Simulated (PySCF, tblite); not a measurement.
# C₄₆H₇₀Si₄: electronic excitations, NMR shifts, part 2 of 2

tblite 0.8.0 and PySCF 2.14.0. Atoms count from 0.

## 4. NMR shifts: GIAO KT3/pcSseg-1

Job settings and geometry (Å):

```
{"job": {"kind": "nmr", "xc": "KT3", "basis": "pcSseg-1", "pop": false}, "charge": 0, "multiplicity": 1}
C      1.522407    -3.787138    -0.640622
C      1.571709    -2.366597    -1.190904
C      2.211402    -1.392917    -0.192316
C      2.161628     0.065019    -0.677279
C      0.755023     0.683562    -0.673685
C      0.162915     0.778116     0.747059
C     -0.932409    -0.273250     1.005863
C     -2.236470     0.124110     0.301351
C     -3.244684    -1.031158     0.178977
C     -4.093676    -1.193929     1.441173
C     -4.128679    -0.826567    -1.027436
C     -4.148533    -1.760815    -2.055214
C     -4.950470    -1.579732    -3.166003
C     -5.766822    -0.460013    -3.298871
Si    -6.850016    -0.241666    -4.844017
C     -7.870102     1.366188    -4.738151
C     -8.030556    -1.734773    -5.003139
C     -5.712704    -0.170394    -6.377354
C     -5.737619     0.472612    -2.266144
C     -4.936476     0.297262    -1.153537
C     -1.096753    -0.466727     2.490122
C     -1.554780     0.555939     3.312140
C     -1.673608     0.368780     4.675850
C     -1.331909    -0.838232     5.279021
Si    -1.478462    -1.117500     7.151981
C      0.246648    -1.535029     7.857721
C     -2.659780    -2.585714     7.458682
C     -2.158122     0.436872     8.022124
C     -0.864175    -1.853850     4.449546
C     -0.746757    -1.673176     3.084726
C      0.794417     2.041524    -1.326729
C      0.046615     2.302700    -2.467367
C      0.075417     3.549205    -3.063471
C      0.853316     4.582918    -2.549936
Si     0.869284     6.283120    -3.394847
C     -0.904523     6.990963    -3.383314
C      2.037913     7.482913    -2.483569
C      1.455619     6.069258    -5.199413
C      1.595752     4.312332    -1.404221
C      1.565398     3.070500    -0.799644
C      3.642610    -1.779792     0.085956
C      4.592255    -1.828114    -0.928155
C      5.897599    -2.187113    -0.656432
C      6.314395    -2.506814     0.633655
Si     8.121317    -2.985055     0.969339
C      8.569709    -4.537375    -0.049016
C      9.260420    -1.541588     0.453211
C      8.381402    -3.353526     2.821677
C      5.358910    -2.448347     1.642886
C      4.049658    -2.092331     1.375948
H      2.525734    -4.152830    -0.434528
H      0.951975    -3.819662     0.285762
H      1.051977    -4.457594    -1.356515
H      2.138326    -2.359766    -2.123452
H      0.555724    -2.040662    -1.422165
H      1.661537    -1.460079     0.751398
H      2.565681     0.123872    -1.690547
H      2.812494     0.660695    -0.033153
H      0.105770     0.049147    -1.283134
H     -0.262748     1.771570     0.900997
H      0.959531     0.653345     1.483707
H     -0.599073    -1.224174     0.578470
H     -2.699006     0.960750     0.825000
H     -1.987858     0.469749    -0.704877
H     -2.683095    -1.960287     0.026980
H     -4.806114    -2.005990     1.310219
H     -3.464715    -1.416625     2.298766
H     -4.648584    -0.283393     1.652892
H     -3.526045    -2.643208    -1.983527
H     -4.941707    -2.325347    -3.948596
H     -8.534382     1.362347    -3.879505
H     -7.229997     2.239481    -4.660033
H     -8.484587     1.492250    -5.624264
H     -7.477836    -2.665235    -5.087133
H     -8.659447    -1.647705    -5.884033
H     -8.682965    -1.820193    -4.139408
H     -5.130083    -1.080999    -6.475728
H     -5.014314     0.658486    -6.313732
H     -6.286244    -0.048988    -7.291078
H     -6.355834     1.355774    -2.335174
H     -4.939510     1.046560    -0.374912
H     -1.823546     1.510383     2.882653
H     -2.039702     1.179793     5.288209
H      0.953329    -0.728512     7.687245
H      0.654215    -2.429120     7.396306
H      0.200219    -1.711055     8.928115
H     -3.647752    -2.390884     7.052748
H     -2.772768    -2.785278     8.519744
H     -2.287936    -3.492603     6.992224
H     -2.246630     0.269588     9.091067
H     -1.506379     1.293264     7.880197
H     -3.143348     0.703117     7.652343
H     -0.586843    -2.805853     4.880174
H     -0.382201    -2.484293     2.467844
H     -0.569627     1.521036    -2.892549
H     -0.520370     3.722762    -3.948465
H     -1.591924     6.334543    -3.907532
H     -0.944638     7.961941    -3.867126
H     -1.277004     7.111429    -2.370636
H      1.729854     7.635480    -1.453992
H      3.059265     7.115465    -2.474288
H      2.045354     8.454505    -2.967590
H      1.472286     7.019504    -5.724062
H      0.797304     5.403772    -5.748933
H      2.456137     5.649979    -5.244271
H      2.209979     5.090818    -0.976194
H      2.145353     2.899130     0.095925
H      4.310533    -1.583073    -1.942192
H      6.613750    -2.221694    -1.465437
H      9.598559    -4.835705     0.127758
H      8.458989    -4.358376    -1.113885
H      7.934438    -5.379190     0.208974
H      9.159178    -1.314856    -0.603421
H      9.028558    -0.636295     1.005901
H     10.302999    -1.781621     0.638038
H      7.757443    -4.176144     3.156635
H      9.413455    -3.626834     3.017637
H      8.151001    -2.488608     3.435854
H      5.641777    -2.687996     2.657363
H      3.329831    -2.057985     2.183342
```

With the program's defaults for keys left out, this is: GIAO KT3/pcSseg-1 NMR shielding, non-relativistic, gas phase.

The program printed:

```text
start: PBE on a coarse grid of 93133 points
cycle   1  E = -2948.5221720200  dE =  4.972e+00  |g| = 1.880e+00  |ddm| = 1.080e+01
cycle   2  E = -2947.4643687643  dE =  1.058e+00  |g| = 2.698e+00  |ddm| = 4.783e+00
cycle   3  E = -2949.4753827361  dE = -2.011e+00  |g| = 1.559e-01  |ddm| = 3.122e+00
cycle   4  E = -2949.4761887244  dE = -8.060e-04  |g| = 1.399e-01  |ddm| = 3.373e-01
cycle   5  E = -2949.4813097088  dE = -5.121e-03  |g| = 4.332e-02  |ddm| = 2.024e-01
cycle   6  E = -2949.4817768326  dE = -4.671e-04  |g| = 1.861e-02  |ddm| = 6.758e-02
cycle   7  E = -2949.4818597757  dE = -8.294e-05  |g| = 3.452e-03  |ddm| = 2.143e-02
final grid: 815906 points
cycle   8  E = -2991.8284231765  dE = -1.377e-01  |g| = 2.436e-01  |ddm| = 1.711e+00
cycle   9  E = -2991.8308763425  dE = -2.453e-03  |g| = 1.165e-01  |ddm| = 2.534e-01
cycle  10  E = -2991.8313082553  dE = -4.319e-04  |g| = 4.615e-02  |ddm| = 1.232e-01
cycle  11  E = -2991.8319137908  dE = -6.055e-04  |g| = 9.073e-03  |ddm| = 6.018e-02
cycle  12  E = -2991.8319355037  dE = -2.171e-05  |g| = 2.192e-03  |ddm| = 1.465e-02
cycle  13  E = -2991.8319384020  dE = -2.898e-06  |g| = 1.314e-03  |ddm| = 4.274e-03
cycle  14  E = -2991.8319385052  dE = -1.032e-07  |g| = 2.667e-04  |ddm| = 1.933e-03
cycle  15  E = -2991.8319393961  dE = -8.909e-07  |g| = 1.213e-04  |ddm| = 5.118e-04
cycle  16  E = -2991.8319408087  dE = -1.413e-06  |g| = 2.997e-05  |ddm| = 2.070e-04
converged SCF energy = -2991.8319408087

GIAO shielding tensors (ppm)
atom      isotropic    diamagn.    paramagn.     s11        s22        s33       span
  0 C      168.851     258.292     -89.440    157.966    166.023    182.566     24.600
  1 C      153.264     263.503    -110.239    141.042    153.228    165.524     24.482
  2 C      135.504     263.676    -128.173    128.341    132.834    145.336     16.995
  3 C      132.648     265.659    -133.011    113.685    128.370    155.889     42.204
  4 C      138.423     265.547    -127.124    125.767    134.898    154.604     28.837
  5 C      133.409     269.414    -136.005    112.731    127.289    160.208     47.477
  6 C      129.021     267.408    -138.387    120.545    128.748    137.769     17.224
  7 C      138.053     267.344    -129.291    119.510    136.130    158.518     39.009
  8 C      135.512     259.091    -123.579    116.601    136.128    153.807     37.206
  9 C      158.984     255.197     -96.213    148.899    152.178    175.875     26.976
 10 C       40.056     271.519    -231.463    -36.616    -11.195    167.980    204.596
 11 C       64.397     263.003    -198.606    -27.720     68.434    152.477    180.196
 12 C       57.387     266.997    -209.609    -46.405     50.648    167.919    214.324
 13 C       55.106     266.310    -211.204    -22.914      3.871    184.359    207.273
 14 Si     368.132     889.125    -520.993    358.563    359.997    385.836     27.273
 15 C      187.546     252.066     -64.520    184.789    187.116    190.732      5.943
 16 C      184.136     246.793     -62.656    178.836    183.146    190.426     11.590
 17 C      183.684     255.759     -72.074    178.521    183.020    189.512     10.991
 18 C       58.024     263.041    -205.017    -46.758     51.972    168.859    215.617
 19 C       66.757     261.392    -194.635    -30.695     57.860    173.105    203.799
 20 C       42.225     275.287    -233.062    -38.316     -4.573    169.565    207.881
 21 C       66.149     265.414    -199.264    -31.803     56.280    173.971    205.775
 22 C       57.734     265.839    -208.106    -46.694     51.353    168.542    215.235
 23 C       54.050     269.063    -215.014    -22.881      1.289    183.741    206.622
 24 Si     367.828     890.092    -522.265    358.039    359.646    385.798     27.758
 25 C      183.866     253.765     -69.899    178.419    183.210    189.969     11.550
 26 C      183.887     250.776     -66.889    178.543    183.226    189.892     11.349
 27 C      187.551     253.517     -65.966    184.991    186.799    190.862      5.871
 28 C       56.926     267.543    -210.617    -47.437     50.413    167.802    215.238
 29 C       62.618     266.433    -203.814    -31.836     67.492    152.200    184.036
 30 C       40.197     274.643    -234.446    -36.268    -10.995    167.853    204.120
 31 C       64.509     268.278    -203.769    -26.908     66.151    154.285    181.193
 32 C       57.637     269.720    -212.083    -46.042     50.878    168.076    214.119
 33 C       55.416     269.660    -214.244    -21.991      3.821    184.417    206.408
 34 Si     368.176     891.335    -523.159    358.564    359.783    386.181     27.618
 35 C      183.938     254.705     -70.766    178.702    183.321    189.791     11.089
 36 C      187.659     254.400     -66.742    185.023    187.049    190.904      5.881
 37 C      184.168     252.369     -68.201    179.070    183.317    190.118     11.048
 38 C       58.058     266.011    -207.953    -46.623     52.288    168.510    215.133
 39 C       65.831     265.195    -199.364    -31.106     57.585    171.014    202.121
 40 C       43.653     271.248    -227.594    -36.349     -1.210    168.519    204.868
 41 C       67.020     263.329    -196.309    -31.523     58.871    173.712    205.235
 42 C       57.168     266.233    -209.065    -47.669     50.272    168.902    216.570
 43 C       54.687     266.450    -211.763    -22.357      2.812    183.606    205.964
 44 Si     368.245     888.995    -520.750    359.475    360.113    385.147     25.671
 45 C      184.127     248.310     -64.184    178.902    183.231    190.247     11.345
 46 C      184.009     251.007     -66.998    178.673    183.277    190.076     11.404
 47 C      187.465     252.686     -65.222    185.018    186.750    190.626      5.607
 48 C       58.201     265.968    -207.768    -45.707     53.317    166.992    212.699
 49 C       61.796     263.743    -201.947    -33.797     66.658    152.528    186.325
 50 H       30.925      39.125      -8.199     25.071     32.753     34.951      9.880
 51 H       30.894      44.120     -13.226     27.197     29.657     35.829      8.632
 52 H       30.590      37.515      -6.925     26.065     27.394     38.311     12.246
 53 H       30.261      46.280     -16.018     27.538     28.427     34.819      7.281
 54 H       29.438      51.489     -22.050     24.254     29.452     34.609     10.355
 55 H       29.241      54.715     -25.474     24.221     29.844     33.659      9.438
 56 H       29.929      50.522     -20.593     24.054     31.363     34.369     10.316
 57 H       29.967      51.639     -21.673     24.151     31.582     34.166     10.016
 58 H       29.257      55.760     -26.503     27.412     28.832     31.526      4.114
 59 H       29.905      53.669     -23.765     24.683     31.029     34.002      9.318
 60 H       29.931      54.123     -24.192     26.993     29.945     32.856      5.864
 61 H       29.430      56.300     -26.870     26.277     28.655     33.359      7.082
 62 H       30.014      52.684     -22.669     27.131     30.886     32.026      4.895
 63 H       29.476      54.634     -25.158     22.712     30.970     34.746     12.034
 64 H       29.461      48.836     -19.375     25.270     31.040     32.072      6.802
 65 H       31.008      35.765      -4.758     26.160     30.047     36.816     10.657
 66 H       31.161      41.692     -10.530     23.419     30.244     39.821     16.402
 67 H       31.304      39.927      -8.623     27.247     31.235     35.431      8.184
 68 H       24.598      46.033     -21.435     20.528     23.189     30.077      9.548
 69 H       24.364      44.006     -19.643     19.760     22.828     30.503     10.743
 70 H       31.405      29.022       2.383     27.294     29.323     37.599     10.305
 71 H       31.367      37.829      -6.461     26.953     29.620     37.530     10.577
 72 H       31.578      19.261      12.317     26.999     28.957     38.776     11.777
 73 H       31.390      31.512      -0.122     26.373     30.392     37.403     11.030
 74 H       31.620      16.593      15.027     27.149     28.640     39.070     11.921
 75 H       31.630      26.786       4.844     27.670     29.626     37.594      9.924
 76 H       31.364      39.041      -7.677     27.015     29.911     37.166     10.151
 77 H       31.568      42.462     -10.895     27.581     29.675     37.447      9.866
 78 H       31.588      23.512       8.076     27.260     28.540     38.964     11.705
 79 H       24.459      44.402     -19.943     19.474     22.812     31.091     11.617
 80 H       24.711      45.502     -20.792     20.524     21.795     31.813     11.288
 81 H       24.600      49.820     -25.220     20.697     21.670     31.433     10.736
 82 H       24.382      46.387     -22.005     18.986     22.997     31.163     12.176
 83 H       31.555      38.036      -6.481     27.908     29.606     37.152      9.245
 84 H       31.340      37.152      -5.812     26.518     30.169     37.332     10.814
 85 H       31.575      22.490       9.086     26.973     28.677     39.076     12.103
 86 H       31.614      32.695      -1.080     27.637     29.928     37.278      9.642
 87 H       31.608      20.234      11.374     27.161     28.467     39.196     12.035
 88 H       31.364      34.384      -3.021     26.605     30.350     37.135     10.530
 89 H       31.568      21.006      10.562     26.800     28.992     38.912     12.111
 90 H       31.369      36.097      -4.727     27.152     29.583     37.373     10.220
 91 H       31.390      33.392      -2.002     26.971     29.656     37.542     10.571
 92 H       24.241      45.514     -21.273     19.686     22.420     30.617     10.932
 93 H       24.348      50.014     -25.666     20.265     23.294     29.485      9.220
 94 H       24.901      51.883     -26.982     20.388     24.208     30.108      9.719
 95 H       24.592      47.367     -22.775     19.820     22.809     31.146     11.326
 96 H       31.479      38.286      -6.807     26.627     30.152     37.659     11.031
 97 H       31.679      23.590       8.088     27.128     28.776     39.131     12.002
 98 H       31.681      38.561      -6.880     28.141     29.708     37.195      9.055
 99 H       31.461      36.631      -5.170     27.179     29.752     37.453     10.273
100 H       31.488      34.390      -2.901     27.120     29.668     37.677     10.557
101 H       31.653      22.090       9.563     26.917     29.055     38.986     12.069
102 H       31.695      21.806       9.889     27.306     28.561     39.218     11.912
103 H       31.479      36.138      -4.659     26.500     30.577     37.360     10.860
104 H       31.707      34.470      -2.764     27.791     29.758     37.572      9.781
105 H       24.573      46.787     -22.215     19.225     23.057     31.437     12.211
106 H       24.865      49.553     -24.688     20.398     21.985     32.210     11.812
107 H       24.631      46.689     -22.058     20.001     21.781     32.111     12.110
108 H       24.375      42.901     -18.526     19.560     22.882     30.684     11.124
109 H       31.645      16.681      14.964     27.171     28.631     39.132     11.962
110 H       31.425      31.973      -0.549     26.552     30.288     37.434     10.882
111 H       31.637      32.076      -0.439     27.689     29.880     37.342      9.654
112 H       31.462      34.270      -2.808     26.749     30.224     37.415     10.666
113 H       31.683      36.859      -5.176     27.732     29.982     37.336      9.604
114 H       31.673      18.777      12.896     27.184     28.671     39.165     11.981
115 H       31.402      33.387      -1.985     27.169     29.592     37.445     10.275
116 H       31.618      18.584      13.035     26.863     29.116     38.877     12.014
117 H       31.418      36.047      -4.629     27.152     29.646     37.454     10.301
118 H       24.517      46.847     -22.330     18.861     22.979     31.710     12.849
119 H       24.683      49.044     -24.361     19.592     23.884     30.573     10.980
```

It took 1.9 min on 8 threads of AMD EPYC 7R43, shared host; peak memory 4.9 GiB.

The references, computed at this level on geometries of the same kind, shield at (ppm): $^{1}$H TMS 31.76, $^{13}$C TMS 184.7, $^{29}$Si TMS 361.7. Their shielding less the atom's gives the shift. The references are single molecules in the gas phase. Atoms listed in one row are averaged.

| atoms | environment | σ (ppm) | δ (ppm) |
| --- | --- | --- | --- |
| C10 | substituted aromatic carbon | 40.1 | 144.7 |
| C30 | substituted aromatic carbon | 40.2 | 144.5 |
| C20 | substituted aromatic carbon | 42.2 | 142.5 |
| C40 | substituted aromatic carbon | 43.7 | 141.1 |
| C23 | substituted aromatic carbon | 54.0 | 130.7 |
| C43 | substituted aromatic carbon | 54.7 | 130.0 |
| C13 | substituted aromatic carbon | 55.1 | 129.6 |
| C33 | substituted aromatic carbon | 55.4 | 129.3 |
| C22, C28 | aromatic CH | 57.3 | 127.4 |
| C42, C48 | aromatic CH | 57.7 | 127.0 |
| C12, C18 | aromatic CH | 57.7 | 127.0 |
| C32, C38 | aromatic CH | 57.8 | 126.9 |
| C21, C29 | aromatic CH | 64.4 | 120.3 |
| C41, C49 | aromatic CH | 64.4 | 120.3 |
| C31, C39 | aromatic CH | 65.2 | 119.6 |
| C11, C19 | aromatic CH | 65.6 | 119.1 |
| C6 | sp3 CH on an aromatic ring | 129.0 | 55.7 |
| C3 | sp3 CH2 | 132.6 | 52.1 |
| C5 | sp3 CH2 | 133.4 | 51.3 |
| C2 | sp3 CH on an aromatic ring | 135.5 | 49.2 |
| C8 | sp3 CH on an aromatic ring | 135.5 | 49.2 |
| C7 | sp3 CH2 | 138.1 | 46.7 |
| C4 | sp3 CH on an aromatic ring | 138.4 | 46.3 |
| C1 | sp3 CH2 | 153.3 | 31.5 |
| C9 | methyl carbon | 159.0 | 25.7 |
| C0 | methyl carbon | 168.9 | 15.9 |
| C25, C26, C27 | methyl carbon bonded to Si | 185.1 | -0.4 |
| C15, C16, C17 | methyl carbon bonded to Si | 185.1 | -0.4 |
| C45, C46, C47 | methyl carbon bonded to Si | 185.2 | -0.5 |
| C35, C36, C37 | methyl carbon bonded to Si | 185.3 | -0.5 |
| H82, H92 | hydrogen on an aromatic CH | 24.31 | 7.45 |
| H69, H79 | hydrogen on an aromatic CH | 24.41 | 7.35 |
| H108, H118 | hydrogen on an aromatic CH | 24.45 | 7.31 |
| H81, H93 | hydrogen on an aromatic CH | 24.47 | 7.29 |
| H95, H105 | hydrogen on an aromatic CH | 24.58 | 7.18 |
| H68, H80 | hydrogen on an aromatic CH | 24.65 | 7.11 |
| H107, H119 | hydrogen on an aromatic CH | 24.66 | 7.10 |
| H94, H106 | hydrogen on an aromatic CH | 24.88 | 6.88 |
| H55 | hydrogen on an sp3 CH on an aromatic ring | 29.24 | 2.52 |
| H58 | hydrogen on an sp3 CH on an aromatic ring | 29.26 | 2.50 |

Ring of atoms C10, C11, C12, C13, C18, C19: NICS(0) -8.0, NICS(1) -10.7, NICS(1)zz -26.2 ppm (means of both faces).

Ring of atoms C20, C21, C22, C23, C28, C29: NICS(0) -7.7, NICS(1) -10.2, NICS(1)zz -25.8 ppm (means of both faces).

Ring of atoms C30, C31, C32, C33, C38, C39: NICS(0) -8.1, NICS(1) -10.8, NICS(1)zz -25.7 ppm (means of both faces).

## 5. Outcome

This closing draws on all 2 parts.

```
                                                                   quantity                                                                                                          value
                                               lowest singlet (PBE0/6-31G*)                                                                                    5.44 eV (228 nm), f = 0.002
                                   brightest single state of those computed                                                                                    state 5, 5.80 eV, f = 0.471
                                                             lowest triplet                                                                                                        4.05 eV
                                      surface potential, 1st and 99th percentile                                                                                             -0.81 V and 0.73 V
$^{13}$C shifts against TMS (KT3/pcSseg-1, means over atoms taken as alike)  144.7, 144.5, 142.5, 141.1, 130.7, 130.0, 129.6, 129.3, 127.4, 127.0, 127.0, 126.9, 120.3, 120.3 ppm and more
 $^{1}$H shifts against TMS (KT3/pcSseg-1, means over atoms taken as alike)                7.45, 7.35, 7.31, 7.29, 7.18, 7.11, 7.10, 6.88, 2.52, 2.50, 2.33, 2.32, 2.30, 2.28 ppm and more
                                $^{29}$Si shifts against TMS (KT3/pcSseg-1)                                                                                     -6.2, -6.5, -6.5, -6.6 ppm
```

The lowest singlet, at 5.44 eV, is HOMO−7→LUMO 0.29, HOMO→LUMO+3 0.10 and is weak; of the 6 states computed, the strongest absorption comes from state 5 at 5.80 eV. The lowest triplet lies 1.39 eV below the lowest singlet. NICS(1)zz of -26 ppm above the planar ring from C10 marks a diatropic (aromatic) ring current. NICS(1)zz of -26 ppm above the planar ring from C20 marks a diatropic (aromatic) ring current. NICS(1)zz of -26 ppm above the planar ring from C30 marks a diatropic (aromatic) ring current.
